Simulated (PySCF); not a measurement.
# [Hf(N2)6]4+: other functionals and bases at one geometry

An exercise on one series of results from a longer session: the logs are not shown, and one member is left open.

Program: PySCF 2.14.0. Level of theory: several levels, as the steps say, no spin–orbit coupling. These are calculated values, not measurements.

3 further runs of the same task are left out: 2 for a known fault of the program, 1 that didn't finish. Runs told in other sessions of the task aren't counted.

**Where the work starts**

13 atoms, charge 4, spin multiplicity 1.

Bond lengths: Hf1–N2 2.315 Å, Hf1–N4 2.315 Å, Hf1–N6 2.315 Å, Hf1–N8 2.315 Å, Hf1–N10 2.315 Å, Hf1–N12 2.315 Å, N2–N3 1.124 Å, N4–N5 1.124 Å, N6–N7 1.124 Å, N8–N9 1.124 Å, N10–N11 1.124 Å, N12–N13 1.124 Å. Angles: N2–Hf1–N4 180.0°, N2–Hf1–N6 90.0°, N2–Hf1–N8 90.0°, N2–Hf1–N10 90.0°, N2–Hf1–N12 90.0°, N4–Hf1–N6 90.0°, N4–Hf1–N8 90.0°, N4–Hf1–N10 90.0°, N4–Hf1–N12 90.0°, N6–Hf1–N8 90.0°, N6–Hf1–N10 180.0°, N6–Hf1–N12 90.0°, N8–Hf1–N10 90.0°, N8–Hf1–N12 180.0°, N10–Hf1–N12 90.0°, Hf1–N2–N3 180.0°, Hf1–N4–N5 180.0°, Hf1–N6–N7 180.0° and more.

Coordinates:

```xyz
13

Hf    0.00000    0.00000    0.00000
N     0.00000    0.00000    2.31460
N     0.00000    0.00000    3.43904
N     0.00000    0.00000   -2.31460
N     0.00000    0.00000   -3.43904
N     2.31460    0.00000    0.00000
N     3.43904    0.00000    0.00000
N     0.00000    2.31460    0.00000
N     0.00000    3.43904    0.00000
N    -2.31460    0.00000    0.00000
N    -3.43904    0.00000    0.00000
N     0.00000   -2.31460    0.00000
N     0.00000   -3.43904    0.00000
```

Formal oxidation states: Hf +4. An earlier session relaxed this geometry at BP86, Hf def2-SVP with ECP60, N def2-SVP (singlet, point group Oh).

At BP86 on the finer grid: E = -702.698471 Eh, HOMO -28.26 eV, LUMO -24.97 eV, Mulliken charge on Hf1 +2.10 e, largest force component 0.011 eV/Å. 

Levels to run: HF; revPBE; B3LYP; PBE0; BP86, TZVP. Hardware: 4 threads of Arm Neoverse V1, shared host.

The first run:

Contents of run.py (the lines that set the calculation):

```python
mol = gto.M(atom='''
Hf     0.00000     0.00000     0.00000
N      0.00000     0.00000     2.31460
N      0.00000     0.00000     3.43904
N      0.00000     0.00000    -2.31460
N      0.00000     0.00000    -3.43904
N      2.31460     0.00000     0.00000
N      3.43904     0.00000     0.00000
N      0.00000     2.31460     0.00000
N      0.00000     3.43904     0.00000
N     -2.31460     0.00000     0.00000
N     -3.43904     0.00000     0.00000
N      0.00000    -2.31460     0.00000
N      0.00000    -3.43904     0.00000''',
    basis={'Hf': 'def2-SVP', 'N': 'def2-SVP'},
    ecp={'Hf': 'def2-SVP'},
    charge=4, spin=0)
mf = scf.RHF(mol)
mf = mf.density_fit()  # fitting sets: Hf def2-universal-JKFIT, N def2-universal-JKFIT
mf.conv_tol = 1e-08; mf.max_cycle = 55
mf.kernel(dm0)  # dm0: the density of the relaxed state
```

On the command line:

```bash
$ OMP_NUM_THREADS=4 python run.py
```

Steps of the session up to this table: HF; revPBE; B3LYP; PBE0; BP86, TZVP.

One of the session's tables, all rows but one given; the rest of the session is left out.

```
              level  HOMO (eV)  gap (eV)  charge on Hf1 (e)  largest force component (eV/Å)
BP86 (relaxed here)     -28.26      3.29               2.10                            0.01
                 HF     -34.45     14.26               2.91                            7.16
             revPBE     -28.08      3.35               2.17                            0.16
              B3LYP     -29.85      5.52               2.22                            1.90
               PBE0     -30.18      6.06               2.34                            2.41
         BP86, TZVP          ?         ?                  ?                               ?
```

Estimate the missing values for BP86, TZVP.

The run gave: HOMO (eV): -28.24; gap (eV): 3.44; charge on Hf1 (e): 1.86; largest force component (eV/Å): 1.20. In the column «HOMO (eV)» it lies between BP86 (relaxed here) (-28.26) and revPBE (-28.08).

In one basis the HOMO–LUMO gap runs from 3.29 eV (BP86) to 14.26 eV (HF). The largest leftover force, 7.16 eV/Å with HF, stands at a geometry relaxed at another level. Total energies of different levels can't be compared.
